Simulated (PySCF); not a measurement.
**[Lu(NH3)3]3+: other functionals and bases at one geometry**

One table from this session's results is given with a row withheld; the runs are named, their logs left out.

Method: several levels, as the steps say, no spin–orbit coupling; program: PySCF 2.14.0.

1 further run of the same task is left out (for a known fault of the program).

## Where the work starts

13 atoms, charge 3, spin multiplicity 1.

Bond lengths: Lu1–N2 2.330 Å, Lu1–N6 2.330 Å, Lu1–N10 2.330 Å, N2–H3 1.038 Å, N2–H4 1.039 Å, N2–H5 1.038 Å, N6–H7 1.038 Å, N6–H8 1.039 Å, N6–H9 1.038 Å, N10–H11 1.038 Å, N10–H12 1.039 Å, N10–H13 1.038 Å. Angles: N2–Lu1–N6 110.4°, N2–Lu1–N10 110.4°, N6–Lu1–N10 110.4°, Lu1–N2–H3 116.2°, Lu1–N2–H4 115.4°, Lu1–N2–H5 115.6°, H3–N2–H4 102.5°, H3–N2–H5 102.7°, H4–N2–H5 102.5°, Lu1–N6–H7 116.2°, Lu1–N6–H8 115.4°, Lu1–N6–H9 115.6°, H7–N6–H8 102.5°, H7–N6–H9 102.7°, H8–N6–H9 102.5°, Lu1–N10–H11 116.2°, Lu1–N10–H12 115.4°, Lu1–N10–H13 115.6° and more.

As a file:

```xyz
13
charge 3, multiplicity 1
Lu    0.00000    0.00000   -0.64864
N     2.20958    0.01517    0.09056
H     2.37395   -0.34632    1.04970
H     2.87330   -0.54608   -0.47888
H     2.66807    0.94654    0.11641
N    -1.11793    1.90597    0.09056
H    -0.88706    2.22906    1.04970
H    -0.96373    2.76139   -0.47888
H    -2.15376    1.83735    0.11641
N    -1.09165   -1.92114    0.09056
H    -1.48690   -1.88274    1.04970
H    -1.90957   -2.21531   -0.47888
H    -0.51431   -2.78389    0.11641
```

Formal oxidation states: Lu +3. Each metal's 14 4f electrons lie in its core potential, so multiplicities, spins and levels count the valence alone. An earlier session relaxed this geometry at PBE0, Lu lcecp-1-SVP with ECP60, N def2-SVP, H def2-SVP (singlet, point group C3).

At PBE0 on the finer grid: E = -208.306795 Eh, HOMO -25.02 eV, LUMO -16.52 eV, Mulliken charge on Lu1 +1.75 e, largest force component 0.019 eV/Å. 

Levels to run: BP86; HF; PBE0, TZVP. Hardware: 2 threads of Arm Neoverse V1, shared host.

Set-up of the first run:

File run.py (the lines that set the calculation):

```python
mol = gto.M(atom='''
Lu     0.00000     0.00000    -0.64864
N      2.20958     0.01517     0.09056
H      2.37395    -0.34632     1.04970
H      2.87330    -0.54608    -0.47888
H      2.66807     0.94654     0.11641
N     -1.11793     1.90597     0.09056
H     -0.88706     2.22906     1.04970
H     -0.96373     2.76139    -0.47888
H     -2.15376     1.83735     0.11641
N     -1.09165    -1.92114     0.09056
H     -1.48690    -1.88274     1.04970
H     -1.90957    -2.21531    -0.47888
H     -0.51431    -2.78389     0.11641''',
    basis={'Lu': 'lcecp-1-SVP', 'N': 'def2-SVP', 'H': 'def2-SVP'},
    ecp={'Lu': 'lcecp-1-SVP'},
    charge=3, spin=0)
mf = dft.RKS(mol, xc='B88,P86')
mf.grids.atom_grid = (75, 302)  # f atoms: unpruned, at least (60, 302)
mf = mf.density_fit()  # fitting sets: Lu AutoAux, N def2-universal-JKFIT, H def2-universal-JKFIT
mf.conv_tol = 1e-08; mf.max_cycle = 55
mf.kernel(dm0)  # dm0: the density of the relaxed state
```

Command:

```bash
$ OMP_NUM_THREADS=2 python run.py
```

Among the steps run: BP86; HF; PBE0, TZVP.

One of the session's tables, all rows but one given; the rest of the session is left out.

```
              level  HOMO (eV)  gap (eV)  charge on Lu1 (e)  dipole (D)  largest force component (eV/Å)
PBE0 (relaxed here)     -25.02      8.50               1.75        2.92                            0.02
               BP86     -23.56      6.16               1.63        3.10                            0.39
                 HF     -28.81     15.48               2.05        2.47                            1.09
         PBE0, TZVP          ?         ?                  ?           ?                               ?
```

Estimate the missing values for PBE0, TZVP.

**Answer.** HOMO (eV): -24.92; gap (eV): 8.51; charge on Lu1 (e): 2.01; dipole (D): 2.95; largest force component (eV/Å): 0.40. In the column «HOMO (eV)» it lies between PBE0 (relaxed here) (-25.02) and BP86 (-23.56).

The dipole of a charged species depends on the origin, so these sizes hold for this origin alone.

In one basis the HOMO–LUMO gap runs from 6.16 eV (BP86) to 15.48 eV (HF). The largest leftover force, 1.09 eV/Å with HF, stands at a geometry relaxed at another level. With 4f in the core, its levels are missing from HOMO and gap, and its count is fixed, so no charge can pass from the ligands into it. Total energies of different levels can't be compared.
